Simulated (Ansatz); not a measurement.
**C₃H₈Cl₃GeN: taking an electron away**

The task here is to estimate one member of a computed series from the others.

The runs use Ansatz 0.2.0, Gaussian basis; unrestricted cation, the program's frozen cores in correlated methods.

Levels to be run: UKS PBE-D4/def2-TZVPP; UKS r2SCAN-D4/def2-TZVPP; UKS PBE0-D4/def2-TZVPP; UKS B3LYP-D4/def2-TZVPP; UKS wB97X-V/def2-TZVPP; UKS wB97M-V/def2-TZVPP; UKS B2PLYP/def2-TZVPP; UHF-CCSD(T)/def2-TZVPP; UHF-MP2/def2-QZVPP; extrapolation to the limit; then −ε(HOMO) from the neutral's earlier runs with LDA (SPW92), PBE-D4, revPBE-D4, BLYP-D4, r2SCAN-D4, B97M-V, PBE0-D4, B3LYP-D4, r2SCANh-D4, r2SCAN0-D4, HSE06-D4, BHLYP-D4, CAM-B3LYP-D4, LC-ωPBE, ωB97X-V, ωB97M-V.

## The geometry

An earlier PBE0-D4 in a triple-zeta def2 set relaxation fixed the geometry.

SMILES `CC[N](C)[Ge]([Cl])([Cl])[Cl]`, 16 atoms, charge 0, spin multiplicity 1.

Atoms are counted from 1 here; the program's logs count them from 0.

Bond lengths: C1–C2 1.518 Å, C1–H9 1.092 Å, C1–H10 1.092 Å, C1–H11 1.092 Å, C2–N3 1.458 Å, C2–H12 1.100 Å, C2–H13 1.093 Å, N3–C4 1.450 Å, N3–Ge5 1.801 Å, C4–H14 1.099 Å, C4–H15 1.093 Å, C4–H16 1.091 Å, Ge5–Cl6 2.127 Å, Ge5–Cl7 2.128 Å, Ge5–Cl8 2.146 Å. Angles: C2–C1–H9 110.4°, C2–C1–H10 110.0°, C2–C1–H11 112.0°, H9–C1–H10 108.6°, H9–C1–H11 108.3°, H10–C1–H11 107.5°, C1–C2–N3 112.4°, C1–C2–H12 110.1°, C1–C2–H13 108.7°, N3–C2–H12 110.1°, N3–C2–H13 108.7°, H12–C2–H13 106.6°, C2–N3–C4 114.8°, C2–N3–Ge5 117.7°, C4–N3–Ge5 117.9°, N3–C4–H14 112.4°, N3–C4–H15 110.0°, N3–C4–H16 110.5° and more.

Set-up of the first run:

in.yaml reads:

```yaml
crystal:
  periodic: [false, false, false]
  atoms:
    - {symbol: C, position_ang: [0.658208, -1.724605, -1.044584]}
    - {symbol: C, position_ang: [-0.076394, -0.398050, -0.980983]}
    - {symbol: N, position_ang: [0.031856, 0.234653, 0.328012]}
    - {symbol: C, position_ang: [-0.764770, -0.383908, 1.369928]}
    - {symbol: Ge, position_ang: [0.240725, 2.022371, 0.377901]}
    - {symbol: Cl, position_ang: [0.763715, 2.621376, 2.351084]}
    - {symbol: Cl, position_ang: [1.787160, 2.587705, -0.969666]}
    - {symbol: Cl, position_ang: [-1.506516, 3.139630, -0.174198]}
    - {symbol: H, position_ang: [1.714433, -1.587329, -0.805573]}
    - {symbol: H, position_ang: [0.581147, -2.146116, -2.049436]}
    - {symbol: H, position_ang: [0.241504, -2.455888, -0.349351]}
    - {symbol: H, position_ang: [-1.134583, -0.539583, -1.246211]}
    - {symbol: H, position_ang: [0.347529, 0.273820, -1.731992]}
    - {symbol: H, position_ang: [-1.833262, -0.416317, 1.115407]}
    - {symbol: H, position_ang: [-0.424026, -1.407762, 1.544100]}
    - {symbol: H, position_ang: [-0.649927, 0.157505, 2.309763]}
basis:
  gaussian: {orbitals: def2-TZVPP}
total_charge: 1
magnetization: {spin_polarized: true, initial_magnetization: 1}
hamiltonian: {xc: pbe, dispersion: d4}
```

Run with:

```sh
> ansatz run in.yaml --threads 4 --pin off --events-out ev --progress --plain --max-ram 41984MiB --backend cuda --devices 0, --max-vram 37GiB
```

Steps of the session up to this table: Cation, UKS PBE-D4/def2-TZVPP; Cation, UKS r2SCAN-D4/def2-TZVPP; Cation, UKS PBE0-D4/def2-TZVPP; Cation, UKS B3LYP-D4/def2-TZVPP; Cation, UKS wB97X-V/def2-TZVPP; Cation, UKS wB97M-V/def2-TZVPP; Cation, UKS B2PLYP (frozen core)/def2-TZVPP; Cation, UHF-CCSD(T)/def2-TZVPP; Cation, UHF-MP2/def2-QZVPP.

One table of the session follows, with a row left open; its other results are not shown here.

For comparison, −ε(HOMO) of the neutral from earlier runs:

```
  functional  −ε(HOMO) (eV)
 LDA (SPW92)           5.98
      PBE-D4           5.84
   revPBE-D4           5.78
     BLYP-D4           5.72
   r2SCAN-D4              ?
      B97M-V           6.24
     PBE0-D4           7.18
    B3LYP-D4           6.96
  r2SCANh-D4           6.61
  r2SCAN0-D4           7.37
    HSE06-D4           6.78
    BHLYP-D4           8.46
CAM-B3LYP-D4           8.56
     LC-ωPBE           9.90
     ωB97X-V           9.57
     ωB97M-V           9.47
```

Q: Estimate the row for r2SCAN-D4 from the others.

Worked estimate for «−ε(HOMO) (eV)». Against the share of exact exchange, r2SCANh-D4 (0.1, 6.61), r2SCAN0-D4 (0.25, 7.37) give a slope of 5.07 per unit share; at 0 the line stands at 6.10.

As computed: −ε(HOMO) (eV): 6.11. In «−ε(HOMO) (eV)» the line misses by -0.01.
